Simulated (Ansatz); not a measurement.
# CdSe: pressure up to the limit of the methods

One table from this session's results is given with a row withheld; the runs are named, their logs left out.

Computed with Ansatz 0.2.0 (DFT PBE, with the methods named in each step, unless a step's input says otherwise).

2 further runs of the same task are left out: 2 that didn't finish.

## Starting point

It takes space group F-43m (No. 216, cubic). The conventional cell has a = 6.141 Å, b = 6.141 Å, c = 6.141 Å, α = 90.00°, β = 90.00°, γ = 90.00°. Cd (site symmetry -43m) has 4 Se at 2.66 Å as nearest neighbours. Around Se (site symmetry -43m) lie 4 Cd at 2.66 Å.

Structure file:

```xyz
2
Lattice="0.0000 3.0703 3.0703 3.0703 0.0000 3.0703 3.0703 3.0703 0.0000" Properties=species:S:1:pos:R:3 pbc="T T T"
Cd    0.0000    0.0000    0.0000
Se    1.5351    1.5351    1.5351
```

Whether this phase is the stable one at these pressures isn't tested.

Atoms are numbered in the order of the input: Cd1, Se2.

The first run:

input.yaml

```yaml
crystal:
  lattice:
    - [0.0, 3.0702711986, 3.0702711986]
    - [3.0702711986, 0.0, 3.0702711986]
    - [3.0702711986, 3.0702711986, 0.0]
  atoms:
    - { symbol: Cd, position: [0.0, 0.0, 0.0] }
    - { symbol: Se, position: [0.25, 0.25, 0.25] }
kpoints:
  mp_grid: { grid: [8, 8, 8] }
  band_path:
    path:
      - [0.0, 0.0, 0.0]
      - [-0.5, -0.5, 0.0]
      - [-0.375, -0.375, 0.25]
      - [-0.375, 0.0, 0.375]
      - [0.0, 0.0, 0.0]
      - [0.0, 0.0, 0.5]
      - [-0.5, -0.25, 0.25]
      - [-0.5, -0.5, 0.0]
    npoints: 14
scf:
  occupations: { method: fermi_dirac, width: 0.03 }
hamiltonian:
  xc: pbe
  pseudopotentials: { kind: all_electron, lapw: { basis_error: 0.001 } }
output:
  forces: true
  stress: true
  eigenvalues: true
  populations: true
```

Launch:

```sh
ansatz run input.yaml --threads 1 --pin off --max-ram 2048MiB --backend cpu --events-out ev --progress --plain --runs-dir out
```

Steps of the session up to this table: The reference volume, LAPW; Volume scaled by 1, crystal datasets; Volume scaled by 0.85, LAPW; Volume scaled by 0.8, LAPW; Volume scaled by 0.6, LAPW; Volume scaled by 0.6, crystal datasets.

One of the session's tables, all rows but one given; the rest of the session is left out.

```
          method  volume over the first  volume (Å³/atom)  pressure (GPa)  gap on the k mesh (eV)
            LAPW                      1            28.942            1.30                    0.55
            LAPW                   0.85            24.601           13.25                    0.88
            LAPW                    0.8            23.154           20.13                    0.99
            LAPW                    0.6            17.365           84.56                    1.33
             PAW                      1            28.942            1.29                    0.55
             PAW                   0.85                 ?               ?                       ?
             PAW                    0.8            23.154           20.08                    0.99
             PAW                    0.6            17.365           84.51                    1.33
crystal datasets                      1            28.942            1.30                    0.55
crystal datasets                    0.6            17.365           84.56                    1.33
```

Estimate the missing values for PAW, 0.85.

**Answer.** volume (Å³/atom): 24.601; pressure (GPa): 13.21; gap on the k mesh (eV): 0.87.

Caveats from the session: Warnings in the runs' records: stress scf threshold loose, gradients without spin orbit, crystal datasets made.
